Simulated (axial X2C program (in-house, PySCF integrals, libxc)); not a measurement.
# HfC⁺: from the state search to constants, part 2 of 2

Computed with an in-house X2C program for linear molecules on PySCF integrals; all-electron X2C, Hf dyall-cv3z, C dyall-v3z. The steps go on from the part before.

### Step 9. PBE0, 2c

State followed: Ω = 1/2 (excess of +ω over −ω: ω = 1/2). The scan is laid around 1.769 Å, a first estimate of the minimum, and this SCF restarts from the orbitals of the search.

The SCF at the reference distance of 1.769 Å:

```text
two-component X2C + atomic mean field  PBE0
basis functions 227  fitting functions 1170  grid points 5075
iter        total energy     max residual
   1     -15114.086602183     1.30e-05
   2     -15114.086602228     1.38e-05
   3     -15114.086602239     1.36e-05
   4     -15114.086602260     5.37e-06
   5     -15114.086602269     2.23e-06
   6     -15114.086602271     1.48e-06
   7     -15114.086602272     1.99e-06
converged
one-electron -20971.47261046  Coulomb 6058.75072555  exact exchange -78.16604474  xc functional -239.71464334  nuclear repulsion 129.22812613  atomic mean-field constant -12.71215541
```

Along the bond, energies from the lowest point:

```csv
R (Å),E (eV),μ (D),HOMO (eV),LUMO (eV),iterations
1.539,1.3687,-4.27,-12.35,-8.86,14
1.610,0.5864,-4.46,-12.29,-8.94,14
1.663,0.2375,-4.58,-12.18,-8.98,14
1.716,0.0523,-4.66,-11.97,-9.03,15
1.769,0.0000,-4.71,-11.77,-9.07,7
1.831,0.0726,-4.73,-11.58,-9.11,16
1.893,0.2534,-4.67,-11.41,-9.14,19
1.972,0.4187,-3.00,-11.66,-9.40,86
2.070,0.5757,-2.12,-11.32,-8.86,24
2.211,0.7890,-2.26,-11.42,-8.87,15
```

Dipoles are positive if C is the positive end and refer to the centre of mass.

Outer spinors at the reference distance:

```
   ω  occupied  ε (eV)             atomic character     λ mixture
 5/2       yes  -27.97                    100% Hf f  89% φ, 11% δ
 3/2       yes  -27.75                    100% Hf f  73% δ, 27% π
-3/2       yes  -27.73                    100% Hf f  73% δ, 27% π
 1/2       yes  -27.71                    100% Hf f  54% π, 46% σ
-1/2       yes  -27.70                    100% Hf f  57% π, 43% σ
 7/2       yes  -26.38                    100% Hf f        100% φ
-7/2       yes  -26.34                    100% Hf f        100% φ
-5/2       yes  -26.13                    100% Hf f  89% δ, 11% φ
 5/2       yes  -26.12                    100% Hf f  89% δ, 11% φ
 1/2       yes  -26.06                     99% Hf f  54% σ, 46% π
 3/2       yes  -26.04                    100% Hf f  73% π, 27% δ
-1/2       yes  -26.03                     99% Hf f  57% σ, 43% π
-3/2       yes  -26.02                    100% Hf f  73% π, 27% δ
 1/2       yes  -19.90  57% C s, 18% Hf d, 11% Hf s        100% σ
-1/2       yes  -18.52  54% C s, 18% Hf d, 12% Hf s        100% σ
 1/2       yes  -12.43   58% C p, 25% Hf d, 7% Hf p   96% σ, 4% π
-1/2       yes  -12.18            48% Hf d, 46% C p   99% π, 1% σ
 3/2       yes  -12.08            48% Hf d, 47% C p        100% π
 1/2       yes  -11.86   49% Hf d, 43% C p, 2% Hf p   95% π, 5% σ
-3/2       yes  -11.77            52% Hf d, 42% C p   99% π, 1% δ
 1/2        no   -9.07   62% Hf s, 22% Hf d, 7% C p   99% σ, 1% π
-1/2        no   -8.97  62% Hf s, 18% Hf d, 9% Hf p        100% σ
-1/2        no   -8.01  34% Hf d, 34% C p, 21% Hf p   99% σ, 1% π
-3/2        no   -7.83                     98% Hf d   99% δ, 1% π
```

PBE0 fields in the half plane through the axis: z from -2.4 to 3.9 Å across, distance from the axis 0.15 to 2.25 Å upwards; Hf lies at z = 0 and C at z = 1.769 Å; the ELF is damped to zero where the density is low.

log10 density (e/bohr³). Ten even steps from ' ' (-4.94 ) to '@' (1.78 ):
```
    ..........  ..::::::::::::::::....      
  ....::::::::....::----------::::::......  
....::::::----::::------====------::::::..  
..::::------====================------::....
..::----====++++++++++++++++++======--::::..
::::--====++++********++++++++++++==----::..
::::--==++++**######************++++==--::::
::----==++**##%%@@%%##******%%**++++==--::::
```

ELF. Ten even steps from ' ' (0.00 ) to '@' (0.97 ):
```
                      ..::....              
                    ..==++==--::..          
      ....          ::++****++==--..        
    ........        ..++##%%##**++==::      
    ..::::::::::....::++%%%%%%%%##**==::    
    ..::::==++**++++--==%%%%%%%%%%%%##==..  
    ....::==**==--==++--####==##@@@@%%**::  
    ....::==++++::++==--**  @@..@@@@%%**--  
```

No constants are quoted: the dipole of the solution doesn't run smoothly along the scan, a sign that its character may change, so the fit is set aside.

### Step 10. HF, 2c

Output at 1.769 Å:

```text
two-component X2C + atomic mean field  HF
basis functions 227  fitting functions 1170  grid points 5075
iter        total energy     max residual
   1     -15108.870093142     8.48e-01
   2     -15108.914987274     2.77e-02
   3     -15108.913902353     3.72e-02
   4     -15108.920433377     3.51e-03
   5     -15108.920872260     4.52e-03
   6     -15108.921149553     2.97e-03
   7     -15108.921550099     3.14e-03
   8     -15108.921902715     3.18e-03
   9     -15108.921510564     3.19e-03
  10     -15108.919132101     2.41e-03
  11     -15108.918165704     1.57e-03
  12     -15108.917234332     1.40e-03
  13     -15108.917172906     1.41e-03
  14     -15108.918822501     1.95e-03
  15     -15108.918640155     1.99e-03
  16     -15108.917318881     1.68e-03
  17     -15108.917513259     1.41e-03
  18     -15108.916253918     2.47e-03
  19     -15108.917102539     1.39e-03
  20     -15108.917518563     1.26e-03
  21     -15108.917681014     1.48e-03
  22     -15108.917806968     1.63e-03
  23     -15108.870093142     1.00e+00
  24     -15108.914985193     3.09e-02
  25     -15108.916307641     1.80e-01
  26     -15108.920555331     1.50e-02
  27     -15108.921004820     9.19e-03
  28     -15108.922102505     3.69e-02
  29     -15108.924043349     5.69e-02
  30     -15108.925643965     3.94e-02
  31     -15108.928032067     2.91e-02
  32     -15108.928104973     3.95e-02
  33     -15108.929807371     4.48e-03
  34     -15108.930373228     4.42e-03
  35     -15108.931112261     6.06e-03
  36     -15108.933705081     6.54e-03
  37     -15108.936069154     7.18e-03
  38     -15108.938686162     5.01e-03
  39     -15108.939639951     9.98e-03
  40     -15108.939877146     3.00e-03
  41     -15108.939958068     1.36e-03
  42     -15108.939985148     2.07e-03
  43     -15108.939996564     8.77e-04
  44     -15108.939999984     1.98e-04
  45     -15108.940001076     2.09e-04
  46     -15108.940001840     2.21e-04
  47     -15108.940002362     8.98e-05
  48     -15108.940002833     6.36e-05
  49     -15108.940003166     1.24e-04
  50     -15108.940003384     9.17e-05
  51     -15108.940003500     3.06e-05
  52     -15108.940003559     3.64e-05
  53     -15108.940003595     4.43e-05
  54     -15108.940003627     2.52e-05
  55     -15108.940003651     1.35e-05
  56     -15108.940003664     1.39e-05
  57     -15108.940003667     1.87e-05
  58     -15108.940003668     2.22e-06
converged
one-electron -20973.20766363  Coulomb 6060.73491534  exact exchange -312.98322609  xc functional 0.00000000  nuclear repulsion 129.22812613  atomic mean-field constant -12.71215541
```

No constants are quoted: the dipole of the solution doesn't run smoothly along the scan, a sign that its character may change, so the fit is set aside.

### Step 11. M06, 2c

The SCF at the reference distance of 1.769 Å:

```text
two-component X2C + atomic mean field  M06
basis functions 227  fitting functions 1170  grid points 5075
iter        total energy     max residual
   1     -15114.583743482     5.16e-01
   2     -15114.591318692     1.33e-02
   3     -15114.576056585     4.04e-02
   4     -15114.591835525     1.10e-02
   5     -15114.593424734     9.33e-04
   6     -15114.593452944     7.09e-04
   7     -15114.593467028     5.22e-04
   8     -15114.593479717     2.31e-04
   9     -15114.593482465     6.33e-05
  10     -15114.593482998     1.70e-05
  11     -15114.593483063     7.34e-06
  12     -15114.593483075     3.14e-06
  13     -15114.593483079     1.32e-06
  14     -15114.593483080     7.77e-07
converged
one-electron -20970.96729011  Coulomb 6058.27221868  exact exchange -84.42919742  xc functional -233.98518495  nuclear repulsion 129.22812613  atomic mean-field constant -12.71215541
```

No constants are quoted: the dipole of the solution doesn't run smoothly along the scan, a sign that its character may change, so the fit is set aside.

### Step 12. Correlated methods, 2c

Correlated methods: 7 electrons correlated (frozen shells, counted by type: Hf 5 s, 4 p, 2 d, 1 f; C 1 s), 293 virtual spinors in MP2, 90 natural virtuals in coupled cluster.

Output of the correlated part at 1.769 Å:

```text
correlated 7  virtual 293  natural virtual 90  E(MP2) -0.141292031  MP2 remainder -0.002640930
iter   CCSD correlation   residual
   1     -0.148935438   1.27e-01
   2     -0.157255002   8.66e-02
   3     -0.166128397   6.88e-02
   4     -0.173751652   4.75e-02
   5     -0.175777742   2.91e-02
   6     -0.177554449   2.25e-02
   7     -0.178349783   1.67e-02
   8     -0.178921727   8.74e-03
   9     -0.179049341   4.50e-03
  10     -0.179204416   2.52e-03
  11     -0.179205027   1.36e-03
  12     -0.179221556   7.33e-04
  13     -0.179224640   4.46e-04
  14     -0.179233529   2.77e-04
  15     -0.179240401   1.95e-04
  16     -0.179245510   1.26e-04
  17     -0.179244658   6.99e-05
  18     -0.179242290   3.64e-05
  19     -0.179240997   1.85e-05
  20     -0.179240105   1.03e-05
  21     -0.179239791   5.82e-06
  22     -0.179239613   3.16e-06
  23     -0.179239627   1.79e-06
(T) -0.010389596  T1 0.2502  D1 0.5377  max T2 0.084
```

MP2: No constants are quoted: the dipole of the HF reference doesn't run smoothly along the scan, a sign that its character may change, so the fit is set aside.

CCSD: No constants are quoted: the dipole of the HF reference doesn't run smoothly along the scan, a sign that its character may change, so the fit is set aside.

CCSD(T): No constants are quoted: the dipole of the HF reference doesn't run smoothly along the scan, a sign that its character may change, so the fit is set aside.

### Step 13. A higher determinant, 2c

State: Ω = 5/2 (excess of +ω over −ω: 2 × ω = 1/2, ω = 3/2).

Output at the reference distance:

```text
two-component X2C + atomic mean field  PBE0
basis functions 227  fitting functions 1170  grid points 5075
iter        total energy     max residual
   1     -15114.069434086     6.49e-06
   2     -15114.069434087     6.43e-06
converged
one-electron -20968.38837595  Coulomb 6055.61049291  exact exchange -78.15601327  xc functional -239.65150849  nuclear repulsion 129.22812613  atomic mean-field constant -12.71215541
```

```csv
R (Å),E above the lowest PBE0 point (eV)
1.539,3.222
1.610,1.929
1.663,1.248
1.716,0.773
1.769,0.467
1.831,0.285
1.893,0.252
1.972,0.375
2.070,0.695
```

Re = 1.877 Å, ωe = 880 cm⁻¹, ωexe = 3.8 cm⁻¹, Be = 0.4253 cm⁻¹, μ = -2.86 D.

### Step 14. The 2c curves together

Energy (eV) of the followed determinant, 2c, from each level's lowest point:

```csv
R (Å),PBE0 (dipole not smooth),HF (dipole not smooth),MP2 (HF's dipole not smooth),CCSD (HF's dipole not smooth),CCSD(T) (HF's dipole not smooth),M06 (dipole not smooth)
1.539,1.369,3.322,1.257,n/a,n/a,1.464
1.610,0.586,2.523,0.345,0.440,0.432,0.660
1.663,0.237,2.147,0.000,0.026,0.000,0.293
1.716,0.052,1.815,0.780,0.000,0.026,0.084
1.769,0.000,1.380,1.105,0.157,0.205,0.000
1.831,0.073,0.867,1.159,0.438,0.527,0.031
1.893,0.253,0.462,0.886,0.386,0.520,0.173
1.972,0.419,0.141,0.619,0.214,0.373,0.469
2.070,0.576,0.000,0.503,n/a,n/a,0.510
2.211,0.789,0.136,0.650,n/a,n/a,0.941
```

Time for the job: 5.8 min (1 thread of Arm Neoverse V2, shared host); peak memory 0.55 GiB.

### Step 15. What came out

The summary covers parts 1 to 2.

Lowest determinant that the search found at its distance, spin-free: M_S = 1/2, Λ = 0 (beyond closed shells: σα).

Lowest determinant that the search found at its distance, 2c: Ω = 1/2 (excess of +ω over −ω: ω = 1/2).

```json
{"Hamiltonian": "spin-free", "level": "PBE0", "Re (Å)": "1.765", "ωe (cm⁻¹)": "972", "De (eV)": "4.15", "μ (D)": "-4.78"}
{"Hamiltonian": "spin-free", "level": "HF", "Re (Å)": "1.968", "ωe (cm⁻¹)": "554", "De (eV)": "1.19", "μ (D)": "-4.71"}
{"Hamiltonian": "spin-free", "level": "CCSD", "Re (Å)": "1.778", "ωe (cm⁻¹)": "964", "De (eV)": "3.34", "μ (D)": "n/a"}
{"Hamiltonian": "spin-free", "level": "M06", "Re (Å)": "1.783", "ωe (cm⁻¹)": "916", "De (eV)": "3.49", "μ (D)": "-4.52"}
```

Dipoles are positive if C is the positive end and refer to the centre of mass. No constants: spin-free MP2 (the reference is strongly spin-contaminated); spin-free CCSD(T) (the points don't follow one smooth fit); 2c PBE0 (the dipole of the solution doesn't run smoothly along the scan, a sign that its character may change, so the fit is set aside); 2c HF (the dipole of the solution doesn't run smoothly along the scan, a sign that its character may change, so the fit is set aside); 2c MP2 (the dipole of the HF reference doesn't run smoothly along the scan, a sign that its character may change, so the fit is set aside); 2c CCSD (the dipole of the HF reference doesn't run smoothly along the scan, a sign that its character may change, so the fit is set aside); 2c CCSD(T) (the dipole of the HF reference doesn't run smoothly along the scan, a sign that its character may change, so the fit is set aside); 2c M06 (the dipole of the solution doesn't run smoothly along the scan, a sign that its character may change, so the fit is set aside). Spin-free ⟨S²⟩ is off its pure value at HF 2.00.

What this shows: Bond lengths run from 1.765 Å (spin-free PBE0) to 1.968 Å (spin-free HF).

De refers to Hf+ + C, each in the lowest determinant found, which need not be this curve's own limit. Each curve is one determinant whose occupation by symmetry is held fixed; it was picked as the lowest of a PBE0 search that is not exhaustive. De is counted from the lowest determinant-based energies of the atoms at the same level, without counterpoise correction. CCSD and (T) use frozen natural virtuals with an MP2 correction for the truncation. The meta-GGAs lack a current-density term, which matters for open shells with orbital currents, atoms included. The spin-free determinant is spin-contaminated at some levels. With the outer-core shells frozen, correlated bond lengths of heavy atoms tend to come out a few hundredths of an ångström too long. T1 at Re is 0.094 (Lee–Taylor), above the customary mark of 0.02.
